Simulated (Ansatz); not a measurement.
# C2H7FGaN: a ladder of functionals and wavefunction methods

The task here is to estimate one member of a computed series from the others.

The runs use Ansatz 0.2.0, Gaussian basis; functionals in def2-TZVPP, the program's frozen cores in correlated methods.

The runs, in order: LDA (SPW92), PBE-D4, revPBE-D4, BLYP-D4, r2SCAN-D4, B97M-V, PBE0-D4, B3LYP-D4, r2SCANh-D4, r2SCAN0-D4, HSE06-D4, BHLYP-D4, CAM-B3LYP-D4, LC-ωPBE, ωB97X-V, ωB97M-V, B2PLYP, PBE-QIDH; CCSD(T)/def2-SVP; CCSD(T)/def2-TZVPP; MP2/def2-QZVPP; extrapolation to the limit; RPA on PBE.

### Structure used throughout

An earlier PBE0-D4 in a triple-zeta def2 set relaxation fixed the geometry.

SMILES `C[NH][GaH][CH2]F`, 12 atoms, charge 0, spin multiplicity 1.

Atoms are counted from 1 here; the program's logs count them from 0.

Bond lengths: C1–N2 1.446 Å, C1–H6 1.090 Å, C1–H7 1.097 Å, C1–H8 1.097 Å, N2–Ga3 1.811 Å, N2–H9 1.008 Å, Ga3–C4 1.990 Å, Ga3–H10 1.565 Å, C4–F5 1.395 Å, C4–H11 1.096 Å, C4–H12 1.096 Å. Angles: N2–C1–H6 110.0°, N2–C1–H7 112.0°, N2–C1–H8 112.0°, H6–C1–H7 107.5°, H6–C1–H8 107.5°, H7–C1–H8 107.5°, C1–N2–Ga3 129.4°, C1–N2–H9 112.9°, Ga3–N2–H9 117.7°, N2–Ga3–C4 120.0°, N2–Ga3–H10 116.9°, C4–Ga3–H10 123.1°, Ga3–C4–F5 113.1°, Ga3–C4–H11 110.7°, Ga3–C4–H12 110.7°, F5–C4–H11 107.7°, F5–C4–H12 107.7°, H11–C4–H12 106.8°.

Set-up of the first run:

Input file in.yaml:

```yaml
crystal:
  periodic: [false, false, false]
  atoms:
    - {symbol: C, position_ang: [-1.313491, 0.650754, 1.128072]}
    - {symbol: N, position_ang: [0.129099, 0.566327, 1.186870]}
    - {symbol: Ga, position_ang: [1.291076, -0.116733, -0.022792]}
    - {symbol: C, position_ang: [0.611843, -0.898404, -1.722257]}
    - {symbol: F, position_ang: [-0.777304, -0.841224, -1.833289]}
    - {symbol: H, position_ang: [-1.674372, 0.221961, 0.193326]}
    - {symbol: H, position_ang: [-1.791467, 0.102380, 1.949102]}
    - {symbol: H, position_ang: [-1.666923, 1.688197, 1.173458]}
    - {symbol: H, position_ang: [0.510628, 0.952547, 2.036236]}
    - {symbol: H, position_ang: [2.811136, -0.057184, 0.342863]}
    - {symbol: H, position_ang: [0.910089, -1.949167, -1.811540]}
    - {symbol: H, position_ang: [1.036784, -0.374553, -2.585949]}
basis:
  gaussian: {orbitals: def2-TZVPP}
hamiltonian: {xc: lda}
output: {orbitals: {seedname: orbitals}}
```

Command:

```
ansatz run in.yaml --threads 4 --pin off --events-out ev --progress --plain --max-ram 10444MiB
```

Among the steps run: LDA; PBE-D4 (GGA); revPBE-D4 (GGA); BLYP-D4 (GGA); r2SCAN-D4 (meta-GGA); B97M-V (meta-GGA); PBE0-D4 (hybrid); B3LYP-D4 (hybrid); r2SCANh-D4 (hybrid); r2SCAN0-D4 (hybrid); HSE06-D4 (hybrid); BHLYP-D4 (hybrid); CAM-B3LYP-D4 (range-separated); LC-ωPBE (range-separated); ωB97X-V (range-separated); ωB97M-V (range-separated); B2PLYP (double hybrid); PBE-QIDH (double hybrid).

One of the session's tables, all rows but one given; the rest of the session is left out.

It belongs to the step «Orbital energies across the functionals». 

```
  functional  HOMO (eV)  gap (eV)
 LDA (SPW92)          ?         ?
      PBE-D4      -5.48      4.17
   revPBE-D4      -5.41      4.22
     BLYP-D4      -5.38      4.12
   r2SCAN-D4      -5.70      4.65
      B97M-V      -5.78      4.53
     PBE0-D4      -6.72      6.17
    B3LYP-D4      -6.52      5.71
  r2SCANh-D4      -6.17      5.39
  r2SCAN0-D4      -6.89      6.49
    HSE06-D4      -6.31      5.40
    BHLYP-D4      -7.92      8.07
CAM-B3LYP-D4      -8.12      8.44
     LC-ωPBE      -9.47     10.95
     ωB97X-V      -9.12     10.45
     ωB97M-V      -9.04     10.15
```

Q: Estimate the row for LDA (SPW92) from the others.

The run gave: HOMO (eV): -5.64; gap (eV): 4.09. In the column «HOMO (eV)» it lies between r2SCAN-D4 (-5.70) and PBE-D4 (-5.48).
